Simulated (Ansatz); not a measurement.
Crystal: Hf2Pd2Se2Br2O3.

```
Hf Pd Se Br O
1.0
     7.67722   -1.70971    0.00000
     7.67722    1.70971    0.00000
    -3.99941    0.00000   12.58754
Hf Pd Se Br O
2 2 2 2 3
Direct
  0.05486 0.05486 0.93856
  0.39372 0.39372 0.71691
  0.82080 0.82080 0.49036
  0.67714 0.67714 0.25693
  0.07768 0.07768 0.15435
  0.21009 0.21009 0.41200
  0.41355 0.41355 0.95480
  0.75396 0.75396 0.71349
  0.40299 0.40299 0.57873
  0.61446 0.61446 0.92698
  0.96906 0.96906 0.77831
```

The cell was built by a generator and needn't be a form met in nature.

Base run:

- Program: Ansatz 0.2.0
- Functional: PBE
- Potentials or basis: Ansatz PAW
- Cutoff: 420 eV (not typed: the program's choice for these potentials)
- k mesh: 8 × 8 × 2
- Occupations: fermi-dirac, width 0.05 eV
- Spin: no spin polarisation
- Hubbard terms: Hf d U = 4 eV, Pd d U = 4 eV

Its results: band gap on the k mesh 1.20 eV, indirect (least direct gap 1.24 eV); pressure 1.3 GPa; largest force 0.370 eV/Å.

Task: The run is repeated on the same cell with these changes: hubbard terms from Hf d U = 4 eV, Pd d U = 4 eV to Hf d U = 8 eV, Pd d U = 8 eV. What comes out?

Result: Band gap on the k mesh 1.29 eV, indirect (least direct gap 1.33 eV); pressure 3.0 GPa; largest force 0.760 eV/Å.

Caveats: spin-orbit coupling is left out, which moves the levels of the heavy elements; the density of states is complete only up to the lowest level of the last band computed.

A k mesh can miss the band edges.
